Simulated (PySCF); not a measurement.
**Towards the basis-set limit for ZrN**

An exercise on one series of results from a longer session: the logs are not shown, and one member is left open.

Method: CCSD(T) on ROHF, scalar-relativistic core potentials; program: PySCF 2.14.0.

Set-up of the first run:

```
molecule             : ZrN
state                : doublet, unpaired electrons σ ↑
smaller basis        : Zr aug-cc-pVDZ-PP with ECP28, N aug-cc-pVDZ
larger basis         : Zr aug-cc-pVTZ-PP with ECP28, N aug-cc-pVTZ
frozen core orbitals : 5
extrapolation        : correlation as n⁻³ (n = 2, 3), Hartree–Fock as (n+1)·exp(−9√n)
corrections          : none
distances (Å)        : 1.4959, 1.5639, 1.6319, 1.6999, 1.7679, 1.8529, 1.9379
masses (u)           : 89.9047, 14.0031
dissociation limit   : Zr + N
```

Run with:

```
OMP_NUM_THREADS=4 python comp.py task.json out
```

Steps of the session up to this table: Coupled cluster at each distance.

One of the session's tables, all rows but one given; the rest of the session is left out.

Parts of the energy along the bond, in eV from Zr + N:

| R (Å) | HF/CBS | CCSD corr. | (T) |
| --- | --- | --- | --- |
| 1.4959 | -0.866 | -3.103 | -0.3463 |
| 1.5639 | ? | ? | ? |
| 1.6319 | -1.666 | -3.561 | -0.4717 |
| 1.6999 | -1.581 | -3.770 | -0.5427 |
| 1.7679 | -1.282 | -3.964 | -0.6190 |
| 1.8529 | -0.695 | -4.189 | -0.7204 |
| 1.9379 | 0.047 | -4.401 | -0.8249 |

Estimate the missing values for R (Å) = 1.5639.

Worked estimate for «HF/CBS». A straight line through the neighbours (1.4959, -0.866) and (1.6319, -1.666) gives -0.866 + (-1.666 + 0.866) × (1.5639 − 1.4959) / (1.6319 − 1.4959) = -1.266; a parabola fitted to 3 rows on both sides gives -1.428.

**Answer.** HF/CBS: -1.460; CCSD corr.: -3.339; (T): -0.4062. In «HF/CBS» the line misses by +0.194 and the parabola by +0.032.

To keep in mind: Spin–orbit coupling, core–valence correlation and excitations beyond (T) are left out. An extrapolation from double and triple zeta is rough, so this isn't yet the limit.
